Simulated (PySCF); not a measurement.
# C4H4BFO: the cost of one run

Computed with PySCF 2.14.0, with density-fitted response routines of our own, on a single molecule in the gas phase. Atoms count from 0, in the outputs and in this text.

## (1) The molecule as given

11 atoms, charge 0, multiplicity 1; geometry from: GFN2-xTB. The atoms were then displaced at random by about 0.01 Å, so the start is not that level's minimum.

Bonds of the start (Å): F0–B1 1.32, B1–C2 1.55, C2–C3 1.35, C3–C4 1.43, C4–C5 1.38, C5–O6 1.34, O6–C2 1.35, B1–H7 1.17, C3–H8 1.06, C4–H9 1.07, C5–H10 1.07.

## (2) Relaxing the molecule at PBE0-D3(BJ)/def2-SVP

Job settings and geometry (Å):

```
{"job": {"xc": "PBE0", "basis": "def2-SVP", "d3": "d3bj", "grid": 1, "shake": 0.01, "kind": "geom"}, "charge": 0, "multiplicity": 1}
F      2.850780     1.053560    -0.154460
B      2.108230    -0.027450    -0.052700
C      0.563130     0.052550    -0.029720
C     -0.324130    -0.953310     0.081270
C     -1.626320    -0.355830     0.054320
C     -1.386500     0.997540    -0.053180
O     -0.070880     1.240030    -0.102150
H      2.709560    -1.034080     0.013730
H     -0.145120    -1.996320     0.184750
H     -2.581420    -0.831060     0.136900
H     -2.059220     1.828530    -0.094430
```

On the command line:

```bash
OMP_NUM_THREADS=1 python probes_run.py task.json out
```

One launch serves the whole session: the jobs run in the order shown.

**Question.** How long does this first job take on 1 thread of Arm Neoverse V1, shared host, and how much memory does it need?

About 50 s, with a peak of 0.51 GiB.
